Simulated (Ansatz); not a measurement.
**CH4OSi (SMILES CO[SiH]): wB97X/aug-cc-pVDZ**

Aim: the electronic atomisation energy of CH4OSi at wB97X/aug-cc-pVDZ, from 5 runs. 

Program for the calculation: Ansatz 0.2.0.

57 further runs of the same task are left out: 57 set aside as unsound or not needed. Runs told in other sessions of the task aren't counted.

### Step 1. The system as given

CH4OSi: 7 atoms, total charge 0, spin state singlet. As SMILES, `CO[SiH]`. The coordinates come from a PBE0-D4/def2-TZVP relaxation. This is one conformer, not always the lowest.

Bond lengths: C1–O2 1.410 Å, O2–Si3 1.639 Å, C1–H4 1.092 Å, C1–H5 1.095 Å, C1–H6 1.092 Å, Si3–H7 1.552 Å. Angles: C1–O2–Si3 130.6°, O2–C1–H4 109.2°, O2–C1–H5 110.9°, O2–C1–H6 109.2°, O2–Si3–H7 97.1°, H4–C1–H5 109.5°, H4–C1–H6 108.5°, H5–C1–H6 109.5°.

### Step 2. The energy at wB97X/aug-cc-pVDZ

Input file job.yaml:

```yaml
crystal:
  periodic: [false, false, false]
  atoms:
    - {symbol: C, position_ang: [-0.512400, 0.485500, -0.338500]}
    - {symbol: O, position_ang: [-0.443200, -0.446500, 0.717600]}
    - {symbol: Si, position_ang: [0.796900, -1.387300, 1.229900]}
    - {symbol: H, position_ang: [-1.296400, 0.180800, -1.035500]}
    - {symbol: H, position_ang: [0.443800, 0.547500, -0.868700]}
    - {symbol: H, position_ang: [-0.769300, 1.467500, 0.065400]}
    - {symbol: H, position_ang: [1.841700, -0.915600, 0.184100]}
basis:
  gaussian:
    orbitals: aug-cc-pVDZ
hamiltonian:
  xc: {name: wB97X}
accuracy: high
output:
  orbitals: {seedname: orbitals}
```

Command:

```sh
$ ansatz run job.yaml --threads 1 --pin off --max-ram 3480MiB --events-out events.jsonl --progress --plain --runs-dir runs
```

Output:

```text
Warning: RAYON_NUM_THREADS=1 ignored (pool sized by the plan → 1); use --threads N
Functional definition: wB97X
  name "wB97X"
  parameter omega = 0.3/bohr
  parameter cx = 0.157706
  parameter cx1 = 0.726479
  parameter cx2 = 1.04760
  parameter cx3 = -5.70635
  parameter cx4 = 13.2794
  parameter css1 = -4.33879
  parameter css2 = 18.2308
  parameter css3 = -31.7430
  parameter css4 = 17.2901
  parameter cos1 = 2.37031
  parameter cos2 = -11.3995
  parameter cos3 = 6.58405
  parameter cos4 = -3.78132
  exchange = spin_sum(e_x_unif_sr(omega)*poly(b97_u_x, 1 - cx, cx1, cx2, cx3, cx4)) + cx*exact_x_sr(omega)
      + exact_x_lr(omega)
  correlation = spin_sum(e_c_pw_same_spin*poly(b97_u_same, 1, css1, css2, css3, css4))
      + integral(e_c_pw_opposite_spin*poly(b97_u_opposite, 1, cos1, cos2, cos3, cos4))
2191 factors; integrals over basis functions are off by at most 3.5e-9 eV
492 factors; integrals over basis functions are off by at most 2.6e-9 eV
mean field evaluation 1: about -11021.0115 eV, gradient 4.5e1 eV
mean field evaluation 2: about -11018.7965 eV, gradient 5.9e1 eV
mean field evaluation 4: about -11025.2191 eV, gradient 1.9e0 eV
mean field evaluation 8: about -11025.2326 eV, gradient 7.7e-2 eV
mean field evaluation 16: about -11025.2327 eV, gradient 1.4e-5 eV
mean field -11025.23266988 eV, -405.1698274470 hartree, gradient 3.2e-8 eV, S^2 0.000000; 0 other end points of the search recorded, 0 dependent functions left out
reference -11025.23266272 eV, -405.1698271840 hartree; 16, 16 occupied and 93, 93 virtual orbitals, 2191 factors
Total energy: -11025.23266272 eV, -405.1698271840 hartree
```

It took 31 s on 1 thread of Arm Neoverse V2, shared host; peak memory 0.56 GiB.

### Step 3. The C atom, same level

Input file molecule.yaml:

```yaml
crystal:
  periodic: [false, false, false]
  atoms:
    - symbol: C
      position_ang: [0.000000, 0.000000, 0.000000]
basis:
  gaussian:
    orbitals: aug-cc-pVDZ
magnetization:
  spin_polarized: true
  initial_magnetization: 2
hamiltonian:
  xc: {name: wB97X}
accuracy: high
```

Run the same way, it converges to -37.84121 Eh (log not shown).

### Step 4. The H atom

Input file in.yaml:

```yaml
crystal:
  periodic: [false, false, false]
  atoms:
    - symbol: H
      position_ang: [0.000000, 0.000000, 0.000000]
basis:
  gaussian:
    orbitals: aug-cc-pVDZ
magnetization:
  spin_polarized: true
  initial_magnetization: 1
hamiltonian:
  xc: {name: wB97X}
accuracy: high
```

Command:

```sh
$ ansatz run in.yaml --threads 1 --pin off --max-ram 3480MiB --events-out events.jsonl --progress --plain --runs-dir runs
```

Output (excerpt; [...] marks lines left out):

```text
Warning: RAYON_NUM_THREADS=1 ignored (pool sized by the plan → 1); use --threads N
[... 2 set-up lines as earlier in the session ...]
[...]
      + exact_x_lr(omega)
[...]
      + integral(e_c_pw_opposite_spin*poly(b97_u_opposite, 1, cos1, cos2, cos3, cos4))
42 factors; integrals over basis functions are off by at most 4.4e-8 eV
33 factors; integrals over basis functions are off by at most 1.3e-9 eV
[...]
mean field -13.63316648 eV, -0.5010096274 hartree, gradient 1.2e-8 eV, S^2 0.750000; 0 other end points of the search recorded, 0 dependent functions left out
reference -13.63316706 eV, -0.5010096484 hartree; 1, 0 occupied and 8, 9 virtual orbitals, 42 factors
Total energy: -13.63316706 eV, -0.5010096484 hartree
```

Wall time 0.64 s (1 thread of Arm Neoverse V2, shared host); peak memory 0.099 GiB.

### Step 5. The O atom, same level

Input file input.yaml:

```yaml
basis:
  gaussian:
    orbitals: aug-cc-pVDZ
crystal:
  periodic: [false, false, false]
  atoms:
    - symbol: O
      position_ang: [0.000000, 0.000000, 0.000000]
magnetization:
  spin_polarized: true
  initial_magnetization: 2
hamiltonian:
  xc: {name: wB97X}
accuracy: high
```

Command:

```sh
$ ansatz run input.yaml --threads 1 --pin off --max-ram 3480MiB --events-out events.jsonl --progress --plain --runs-dir runs
```

Output (excerpt; [...] marks lines left out):

```text
Warning: RAYON_NUM_THREADS=1 ignored (pool sized by the plan → 1); use --threads N
[... 2 set-up lines as earlier in the session ...]
[...]
      + exact_x_lr(omega)
[...]
      + integral(e_c_pw_opposite_spin*poly(b97_u_opposite, 1, cos1, cos2, cos3, cos4))
200 factors; integrals over basis functions are off by at most 2.1e-9 eV
80 factors; integrals over basis functions are off by at most 8.3e-10 eV
[...]
mean field -2042.42144185 eV, -75.0576035850 hartree, gradient 1.3e-8 eV, S^2 2.004884; 0 other end points of the search recorded, 0 dependent functions left out
reference -2042.42144013 eV, -75.0576035219 hartree; 5, 3 occupied and 18, 20 virtual orbitals, 200 factors
Total energy: -2042.42144013 eV, -75.0576035219 hartree
```

Wall time 1.9 s (1 thread of Arm Neoverse V2, shared host); peak memory 0.13 GiB.

### Step 6. The Si atom

Input file run.yaml:

```yaml
crystal:
  periodic: [false, false, false]
  atoms:
    - {symbol: Si, position_ang: [0.000000, 0.000000, 0.000000]}
basis:
  gaussian: {orbitals: aug-cc-pVDZ}
magnetization: {spin_polarized: true, initial_magnetization: 2}
accuracy: high
hamiltonian: {xc: {name: wB97X}}
```

Run the same way, it converges to -289.35778 Eh (log not shown).

### Step 7. Results

Level: wB97X/aug-cc-pVDZ.

```
                     quantity          value
       molecule: total energy  -405.16983 Eh
        molecule: HOMO energy       -8.86 eV
        molecule: LUMO energy       -0.01 eV
      molecule: HOMO–LUMO gap        8.85 eV
         C atom: total energy   -37.84121 Eh
                 C atom: ⟨S²⟩          2.005
         H atom: total energy    -0.50101 Eh
                 H atom: ⟨S²⟩          0.750
         O atom: total energy   -75.05760 Eh
                 O atom: ⟨S²⟩          2.005
        Si atom: total energy  -289.35778 Eh
                Si atom: ⟨S²⟩          2.005
electronic atomisation energy      24.741 eV
```

Taking the molecule apart into free atoms costs 24.74 eV (2387 kJ/mol), before zero-point energy and without spin-orbit coupling.
